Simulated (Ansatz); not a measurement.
# Cl₂HInO + H₂: a complex and its separated parts

Aim: how far the complex at one end of a reaction step lies below its separated, relaxed parts, level by level.

Computed with Ansatz 0.2.0, Gaussian basis. Level: PBE0-D4/def2-TZVP structures, single points in def2-TZVPP, no counterpoise correction.

Levels: SPW92, PBE-D4, BLYP-D4, r2SCAN-D4, B97M-V, PBE0-D4, B3LYP-D4, r2SCAN0-D4, BHLYP-D4, CAM-B3LYP-D4, wB97X-V, wB97M-V, B2PLYP, PBE-QIDH, RPA on PBE, Hartree-Fock, MP2, CCSD, CCSD(T).

Cores are frozen in the correlated methods. Filled d shells of the heavier atoms are correlated. Core potentials replace the inner electrons past krypton, and spin-orbit coupling is left out. B3LYP uses VWN-RPA correlation. B2PLYP carries no dispersion term here.

88 further runs of the same task are left out: 88 set aside as unsound or not needed.

**1. The starting structure**

The complex: 7 atoms, charge 0, spin multiplicity 1.

Atoms are counted from 1 here; the program's logs count them from 0.

Bond lengths: In1–Cl3 2.310 Å, In1–Cl4 2.294 Å, In1–O6 1.964 Å, H2–H5 0.751 Å, O6–H7 0.962 Å. Angles: Cl3–In1–Cl4 120.2°, Cl3–In1–O6 119.8°, Cl4–In1–O6 119.9°, In1–O6–H7 111.8°.

Geometry (Å):

```mol
Cl2H3InO
  3D, bonds by distance, orders not assigned

  7  5  0  0  0  0  0  0  0  0999 V2000
   -0.4532    0.6453   -0.2226 In  0  0
   -0.2320   -1.8589    0.8332 H   0  0
   -1.2700   -0.3244   -2.1535 Cl  0  0
   -1.8924    1.2802    1.4467 Cl  0  0
    0.4358   -1.5640    1.0110 H   0  0
    1.4648    1.0342   -0.0603 O   0  0
    1.9472    0.7876   -0.8548 H   0  0
  1  3  8  0
  1  4  8  0
  1  6  8  0
  2  5  8  0
  6  7  8  0
M  END
```

Its parts: Cl₂HInO holds atoms 1, 3, 4, 6, 7; H₂ holds atoms 2, 5. Each part counts its atoms afresh in its own runs.

**2. Relaxing Cl₂HInO alone**

Contents of relax-a/in.yaml:

```yaml
crystal:
  periodic: [false, false, false]
  atoms:
    - {symbol: In, position_ang: [-0.453224, 0.645318, -0.222605]}
    - {symbol: Cl, position_ang: [-1.270050, -0.324390, -2.153497]}
    - {symbol: Cl, position_ang: [-1.892443, 1.280226, 1.446728]}
    - {symbol: O, position_ang: [1.464776, 1.034199, -0.060332]}
    - {symbol: H, position_ang: [1.947177, 0.787648, -0.854754]}
basis:
  gaussian: {orbitals: def2-TZVP}
hamiltonian: {xc: pbe0, dispersion: d4}
relax: {f_tol: 0.005, max_steps: 200}
```

Command:

```sh
ansatz run in.yaml --threads 4 --pin off --events-out ev --progress --plain --max-ram 9574MiB
```

Further steps of the session: Relaxing H₂ alone; SPW92/def2-TZVPP; PBE-D4/def2-TZVPP; BLYP-D4/def2-TZVPP; r2SCAN-D4/def2-TZVPP; B97M-V/def2-TZVPP; PBE0-D4/def2-TZVPP; B3LYP-D4/def2-TZVPP; r2SCAN0-D4/def2-TZVPP; BHLYP-D4/def2-TZVPP; CAM-B3LYP-D4/def2-TZVPP; wB97X-V/def2-TZVPP; wB97M-V/def2-TZVPP; B2PLYP/def2-TZVPP; PBE-QIDH/def2-TZVPP; RPA on PBE/def2-TZVPP; CCSD(T)/def2-TZVPP; Vibrations of Cl₂HInO; Vibrations of H₂.

Q: Predict the outcome of this session. Wanted: complex less parts, CCSD(T)/def2-TZVPP; with zero-point energy; largest T1 diagnostic.

The runs gave:

```
                              quantity        value
complex less parts, CCSD(T)/def2-TZVPP  -7.4 kJ/mol
                with zero-point energy  -1.5 kJ/mol
                 largest T1 diagnostic        0.014
```

What this shows: At CCSD(T) the complex lies 7.4 kJ/mol below its parts. The functionals run from PBE-QIDH, off by -0.1 kJ/mol, to SPW92, off by -8.7 kJ/mol, against CCSD(T). By rung, the mean size of the error is: LDA 8.7, GGA 1.7, meta-GGA 1.0, hybrid 1.5, range-separated hybrid 1.3, double hybrid 1.7 kJ/mol. PBE-D4 gives a relative energy 0.5 kJ/mol too low, an error of 7 % of the reference. No counterpoise was applied, and triple zeta lacks some correlation, so the CCSD(T) reference has a basis error of its own, and close matches with it are partly luck.
